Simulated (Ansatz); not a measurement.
Task: cell relaxations under several functionals of HfN, space group Fm-3m, with Ansatz 0.2.0, Python API. Give the script and its output. Use (first run): PBE, PAW, the default cutoff (420 eV here), 10×10×10 k-points, cold smearing of 0.1 eV.

```
Hf N
1.0
     0.00000    2.25600    2.25600
     2.25600    0.00000    2.25600
     2.25600    2.25600    0.00000
Hf N
1 1
Direct
  0.00000 0.00000 0.00000
  0.50000 0.50000 0.50000
```

`hfn_lattice.py`:
```python
# -*- coding: utf-8 -*-
"""Relaxed cell of HfN under several functionals."""

import warnings

import ansatz as az
import numpy as np

def edges_and_angles(cell):
    cell = np.asarray(cell)
    a, b, c = np.linalg.norm(cell, axis=1)
    cosines = cell[1] @ cell[2] / (b * c), cell[0] @ cell[2] / (a * c), cell[0] @ cell[1] / (a * b)
    return (a, b, c, *np.degrees(np.arccos(cosines)))

warnings.simplefilter("ignore", az.DeckWarning)

lattice = az.Lattice.of(
    [0.0, 2.256, 2.256],
    [2.256, 0.0, 2.256],
    [2.256, 2.256, 0.0],
)
sites = [
    ("Hf", [0.0, 0.0, 0.0]),
    ("N", [0.5, 0.5, 0.5]),
]
system = az.Crystal(lattice=lattice)
for symbol, position in sites:
    system = system.atom(symbol, position)

calc = (
    system.calculation()
    .kpoints(10)
    .occupations(az.OccupationsMethod.COLD)
    .relax(cell=True)
)

levels = [("pbe", "none"), ("revpbe", "d3bj"), ("lda", "none")]
print("level            a       b       c    alpha   beta  gamma  V/atom  steps")
for name, dispersion in levels:
    seen = []
    run = calc.functional(name, dispersion=dispersion).session().plan()
    result = run.execute(on_event=lambda e: seen.append(e) if e["event"] == "relax_step" else None)
    cell = result.lattice.cell_ang
    label = name if dispersion == "none" else f"{name}+{dispersion}"
    print("{:13s} {:7.4f} {:7.4f} {:7.4f} {:6.2f} {:6.2f} {:6.2f}".format(label, *edges_and_angles(cell)), f"{abs(np.linalg.det(cell)) / len(result.lattice.sites):7.3f} {len(seen):5d}")
```

Running `python hfn_lattice.py` prints:
```text
level            a       b       c    alpha   beta  gamma  V/atom  steps
pbe            3.2159  3.2159  3.2159  60.00  60.00  60.00  11.758     7
revpbe+d3bj    3.1881  3.1881  3.1881  60.00  60.00  60.00  11.457     4
lda            3.1593  3.1593  3.1593  60.00  60.00  60.00  11.149     7
```

From smallest to largest: LDA (11.15 Å³ an atom, -2.9 % against the start), revPBE+D3BJ (11.46 Å³ an atom, -0.2 % against the start) and PBE (11.76 Å³ an atom, +2.4 % against the start). The spread is 5.5 % in volume.

What to keep in mind:
- The run is spin-unpolarised.
- Forces vanish by symmetry, so the ions can't move, and the end may be a saddle.
- Dispersion corrections can be off by several per cent in the lattices of metals, and by several GPa in the pressure at a fixed cell.
- The mesh is modest for a metal, so energies can be off by several to tens of meV an atom and pressures by half a GPa or more; differences at equal mesh fare better.
- Edges and angles are those of the cell as typed, here a primitive one, not of the conventional cell.
- Spin-orbit coupling, which matters for elements this heavy, is left out.
- The structure is a deposited one; some such entries were measured under pressure or heat, so a shift against it needn't be the functional's error alone.
- Wall time of the script: 29 s on 1 thread of Arm Neoverse V1 (shared host), peak memory 0.4 GiB.
